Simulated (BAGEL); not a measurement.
**C2H6Si2 (SMILES C=C[Si][SiH3]) at UHF/STO-3G (density fitting with qzvpp-jkfit)**

Aim: the electronic atomisation energy of C2H6Si2 at UHF/STO-3G (density fitting with qzvpp-jkfit), from 4 runs. 

Program for the calculation: BAGEL 1.2.2.

11 further runs of the same task are left out: 11 set aside as unsound or not needed.

### 1 The molecule

C2H6Si2 has 10 atoms, charge 0, and is taken as a triplet. SMILES: `C=C[Si][SiH3]`. The coordinates come from a GFN2-xTB relaxation.

Bond lengths: C1–C2 1.343 Å, C2–Si3 1.858 Å, Si3–Si4 2.276 Å, C1–H5 1.078 Å, C1–H6 1.078 Å, C2–H7 1.084 Å, Si4–H8 1.472 Å, Si4–H9 1.468 Å, Si4–H10 1.470 Å. Some angles: C1–C2–Si3 123.8°, C2–Si3–Si4 126.7°, C1–C2–H7 117.8°, Si3–C2–H7 118.4°, C2–C1–H5 122.1°, C2–C1–H6 121.9°, Si3–Si4–H8 114.1°, Si3–Si4–H9 105.5°, Si3–Si4–H10 116.6°, H5–C1–H6 116.0°.

### 2 A single-point energy at UHF/STO-3G (density fitting with qzvpp-jkfit)

Contents of job.json:

```json
{ "bagel": [

{
  "title": "molecule",
  "basis": "sto-3g",
  "df_basis": "qzvpp-jkfit",
  "angstrom": true,
  "geometry": [
    { "atom": "C", "xyz": [   -0.480580,    1.173710,   -1.536960 ] },
    { "atom": "C", "xyz": [    0.789720,    0.811770,   -1.296000 ] },
    { "atom": "Si", "xyz": [    1.304440,   -0.261300,    0.130290 ] },
    { "atom": "Si", "xyz": [   -0.063370,   -1.202460,    1.687760 ] },
    { "atom": "H", "xyz": [   -0.749190,    1.804830,   -2.368200 ] },
    { "atom": "H", "xyz": [   -1.294260,    0.849010,   -0.908250 ] },
    { "atom": "H", "xyz": [    1.556590,    1.175980,   -1.970720 ] },
    { "atom": "H", "xyz": [   -0.754460,   -2.416790,    1.224210 ] },
    { "atom": "H", "xyz": [    0.813870,   -1.589550,    2.799410 ] },
    { "atom": "H", "xyz": [   -1.122760,   -0.345190,    2.238470 ] }
  ]
},
{
  "title": "uhf",
  "nopen": 2
},
{
  "title": "print",
  "file": "orbitals.molden",
  "orbitals": true
}

]}
```

The run is started by

```bash
BAGEL_NUM_THREADS=1 BAGEL job.json > job.out
```

What it wrote:

```text
* using 1 threads per process

  ===============================================================
  ===============================================================

  *** Geometry ***

  { "atom" : "C", "xyz" : [     -0.908165,      2.217990,     -2.904433 ] },
  { "atom" : "C", "xyz" : [      1.492355,      1.534023,     -2.449085 ] },
  { "atom" : "Si", "xyz" : [      2.465034,     -0.493785,      0.246212 ] },
  { "atom" : "Si", "xyz" : [     -0.119752,     -2.272320,      3.189404 ] },
  { "atom" : "H", "xyz" : [     -1.415764,      3.410634,     -4.475249 ] },
  { "atom" : "H", "xyz" : [     -2.445797,      1.604396,     -1.716344 ] },
  { "atom" : "H", "xyz" : [      2.941529,      2.222280,     -3.724121 ] },
  { "atom" : "H", "xyz" : [     -1.425723,     -4.567071,      2.313422 ] },
  { "atom" : "H", "xyz" : [      1.537991,     -3.003814,      5.290118 ] },
  { "atom" : "H", "xyz" : [     -2.121709,     -0.652315,      4.230095 ] },

  Number of auxiliary basis functions:      514

  Since a DF basis is specified, we compute 2- and 3-index integrals:
    o Being stored without compression. Storage requirement is 0.005 GB

  Number of basis functions:       34
  Number of electrons      :       46

    * METHOD: MOLECULE                             0.22

  *** Open-shell HF ***

  === Nuclear Repulsion ===
   176.9512131756

      * DIIS with orbital gradients will be used.

  === UHF iteration (sto-3g) ===
      0       -649.31638954          0.01466719           0.05
      1       -649.37482470          0.00609186           0.05
      2       -649.38814549          0.00240014           0.05
      3       -649.39319149          0.00114556           0.06
      4       -649.39614555          0.00047763           0.05
      5       -649.39753264          0.00038529           0.06
      6       -649.39880140          0.00033203           0.06
      7       -649.40101322          0.00020254           0.05
      8       -649.40185120          0.00006885           0.05
      9       -649.40184973          0.00004003           0.05
     10       -649.40187652          0.00001376           0.05
     11       -649.40187667          0.00000894           0.05
     12       -649.40187743          0.00000209           0.05
     13       -649.40187744          0.00000086           0.05
     14       -649.40187744          0.00000036           0.05
     15       -649.40187744          0.00000015           0.05
     16       -649.40187744          0.00000004           0.06
     17       -649.40187744          0.00000002           0.05
     18       -649.40187744          0.00000001           0.06
    * SCF iteration converged.

    * S^2 (UHF) is 2.3172

    * Permanent dipole moment:
           (   -0.420345,     0.076901,    -0.044075) a.u.

    * METHOD: UHF                                  1.12

    * METHOD: PRINT                                0.00

  ===============================================================
```

Wall time 1.5 s (1 thread of Arm Neoverse V1, shared host).

### 3 The C atom, same level

Contents of calc.json:

```json
{ "bagel" : [

{
  "title" : "molecule",
  "basis" : "sto-3g",
  "df_basis" : "qzvpp-jkfit",
  "angstrom" : "true",
  "geometry" : [
    { "atom" : "C", "xyz" : [    0.000000,    0.000000,    0.000000 ] }
  ]
},
{
  "title" : "uhf",
  "nopen" : 2
},
{
  "title" : "print",
  "file" : "orbitals.molden",
  "orbitals" : "true"
}

]}
```

Run the same way, it converges to -37.19852 Eh (log not shown).

### 4 The H atom at the same level

Contents of hf.json:

```json
{ "bagel" : [

{
  "title" : "molecule",
  "basis" : "sto-3g",
  "df_basis" : "qzvpp-jkfit",
  "angstrom" : true,
  "geometry" : [
    { "atom" : "H", "xyz" : [       0.000000,       0.000000,       0.000000 ] }
  ]
},

{ "title" : "uhf", "nopen" : 1 },

{ "title" : "print", "file" : "orbitals.molden", "orbitals" : true }

]}
```

The run is started by

```bash
BAGEL_NUM_THREADS=1 BAGEL hf.json > hf.out
```

What it wrote:

```text
* using 1 threads per process

  ===============================================================
  ===============================================================

  *** Geometry ***

  { "atom" : "H", "xyz" : [      0.000000,      0.000000,      0.000000 ] },

  Number of auxiliary basis functions:       18

  Since a DF basis is specified, we compute 2- and 3-index integrals:
    o Being stored without compression. Storage requirement is 0.000 GB

  Number of basis functions:        1
  Number of electrons      :        1

    * METHOD: MOLECULE                             0.01

  *** Open-shell HF ***

  === Nuclear Repulsion ===
     0.0000000000

      * DIIS with orbital gradients will be used.

  === UHF iteration (sto-3g) ===
      0         -0.46658185          0.00000000           0.00
    * SCF iteration converged.

    * S^2 (UHF) is 0.7500

    * Permanent dipole moment:
           (    0.000000,     0.000000,     0.000000) a.u.

    * METHOD: UHF                                  0.01

    * METHOD: PRINT                                0.00

  ===============================================================
```

Run time: 0.16 s. Hardware: 1 thread of Arm Neoverse V1, shared host.

### 5 The Si atom, same level

Contents of job.json:

```json
{ "bagel" : [

{
  "title" : "molecule",
  "basis" : "sto-3g",
  "df_basis" : "qzvpp-jkfit",
  "angstrom" : true,
  "geometry" : [
    { "atom" : "Si", "xyz" : [       0.000000,       0.000000,       0.000000 ] }
  ]
},

{
  "title" : "uhf",
  "nopen" : 2
},

{
  "title" : "print",
  "file" : "orbitals.molden",
  "orbitals" : true
}

]}
```

Run the same way, it converges to -285.46647 Eh (log not shown).

### 6 Summary of results

At UHF/STO-3G (density fitting with qzvpp-jkfit):

| quantity | value |
| --- | --- |
| molecule: total energy | -649.40188 Eh |
| molecule: dipole moment | 1.09 D |
| molecule: ⟨S²⟩ | 2.317 |
| C atom: total energy | -37.19852 Eh |
| C atom: dipole moment | 0.00 D |
| C atom: ⟨S²⟩ | 2.000 |
| H atom: total energy | -0.46658 Eh |
| H atom: dipole moment | 0.00 D |
| H atom: ⟨S²⟩ | 0.750 |
| Si atom: total energy | -285.46647 Eh |
| Si atom: dipole moment | 0.00 D |
| Si atom: ⟨S²⟩ | 2.000 |
| electronic atomisation energy | 34.624 eV |

Taking the molecule apart into free atoms costs 34.62 eV (798 kcal/mol), before zero-point energy and without spin-orbit coupling. Hartree–Fock lacks the correlation of the bonding pairs, which as a rule makes this value much too low; in minimal bases other errors can mask that. In a minimal basis such a difference can be off by several eV, whatever the method. ⟨S²⟩ (molecule) is 2.32 where a pure triplet has 2.00: the reference is spin-contaminated.
